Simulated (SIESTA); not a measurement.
TaWC2:

```
W Ta C
1.0
     1.57186    0.90751    5.10162
    -1.57186    0.90751    5.10162
     0.00000   -1.81502    5.10162
W Ta C
1 1 2
Direct
  0.00000 0.00000 0.00000
  0.50000 0.50000 0.50000
  0.25093 0.25093 0.25093
  0.74907 0.74907 0.74907
```

The cell comes from a database or a generator and needn't be the stable form of this composition.

Program: SIESTA 5.4.2. Alike in all runs: task band structure; level PBEsol; no spin polarisation; cell as given; k mesh 10 × 10 × 10; smearing fermi-dirac 0.05 eV; grid cutoff 800 Ry; energy shift 0.003 Ry. Hardware: 1 thread of Arm Neoverse V1, on a shared host.

Question: Order these runs on this cell by their wall time, lowest first.
A. potentials or basis PseudoDojo 0.4 standard (PBEsol files), SZ (energy shift 0.003 Ry)
B. potentials or basis PseudoDojo 0.4 standard (PBEsol files), TZDP (energy shift 0.003 Ry; two zetas on semicore shells)
C. potentials or basis PseudoDojo 0.4 standard (PBEsol files), SZP (energy shift 0.003 Ry)

Answer: A (110 s), C (300 s), B (1000 s).

Caveats: the basis has no polarisation orbitals (some runs).
